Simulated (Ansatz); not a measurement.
**TiN (rocksalt): equation of state**

An exercise on one series of results from a longer session: the logs are not shown, and one member is left open.

Computed with Ansatz 0.2.0 (DFT r²SCAN, scalar-relativistic, plane waves, PAW, unless a step's input says otherwise).

1 further run of the same task is left out (it didn't finish). Runs told in other sessions of the task aren't counted.

**Starting point**

The structure is cubic, space group Fm-3m (No. 225). The conventional cell has a = 4.233 Å, b = 4.233 Å, c = 4.233 Å, α = 90.00°, β = 90.00°, γ = 90.00°. Ti (site symmetry m-3m) has 6 N at 2.12 Å in its first shell of neighbours. N (site symmetry m-3m) has 6 Ti at 2.12 Å in its first shell of neighbours.

Structure file:

```cif
data_structure
_symmetry_space_group_name_H-M 'P 1'
_symmetry_Int_Tables_number 1
_cell_length_a 2.9928
_cell_length_b 2.9928
_cell_length_c 2.9928
_cell_angle_alpha 60.000
_cell_angle_beta 60.000
_cell_angle_gamma 60.000
_cell_volume 18.96
loop_
_atom_site_label
_atom_site_type_symbol
_atom_site_fract_x
_atom_site_fract_y
_atom_site_fract_z
_atom_site_occupancy
Ti1 Ti 0.50000 0.50000 0.50000 1
N1 N 0.00000 0.00000 0.00000 1
```

An earlier run at r²SCAN left this cell at 9.478 Å³/atom and 0.00 GPa (14×14×14 mesh).

Volume factors to run: 0.980, 1.020, 0.960, 1.040, 1.070.

The first run:

Input file input.yaml:

```yaml
crystal:
  lattice:
    - [0.0, 2.1020538873, 2.1020538873]
    - [2.1020538873, 0.0, 2.1020538873]
    - [2.1020538873, 2.1020538873, 0.0]
  atoms:
    - { symbol: Ti, position: [0.5, 0.5, 0.5], spin: 0.05 }
    - { symbol: "N", position: [0.0, 0.0, 0.0] }
basis:
  ecutwfc: 500
  ecutrho_ratio: 4
kpoints:
  mp_grid: { grid: [14, 14, 14] }
hamiltonian:
  xc: r2scan
scf:
  occupations: { method: gaussian, width: 0.05 }
output:
  forces: true
  stress: true
  eigenvalues: true
  populations: true
magnetization:
  spin_polarized: true
```

Command:

```sh
$ ansatz run input.yaml --threads 2 --pin off --max-ram 2662MiB --backend cpu --events-out ev --progress --plain --runs-dir out
```

Steps of the session up to this table: Scaling the volume by 0.980; Scaling the volume by 1.020; Scaling the volume by 0.960; At 1.040 of the relaxed volume; Volume × 1.070.

One of the session's tables, all rows but one given; the rest of the session is left out.

It belongs to the step «Energy and pressure against volume». 

| volume (Å³/atom) | energy (meV/atom) | pressure (GPa) |
| --- | --- | --- |
| 9.099 | 15.01 | 13.15 |
| 9.288 | 3.62 | 6.24 |
| 9.478 | 0.00 | 0.00 |
| 9.667 | ? | ? |
| 9.857 | 13.07 | -10.67 |
| 10.141 | 38.09 | -17.34 |

Estimate the missing values for volume (Å³/atom) = 9.667.

Worked estimate for «energy (meV/atom)». A straight line through the neighbours (9.478, 0.00) and (9.857, 13.07) gives 0.00 + (13.07 − 0.00) × (9.667 − 9.478) / (9.857 − 9.478) = 6.52; a parabola fitted to 4 rows on both sides gives 3.48.

The run gave: energy (meV/atom): 3.38; pressure (GPa): -5.61. In «energy (meV/atom)» the line misses by +3.14 and the parabola by +0.10.

Limits of these values: Warnings in the runs' records: stability check not made, seeded moment not kept.
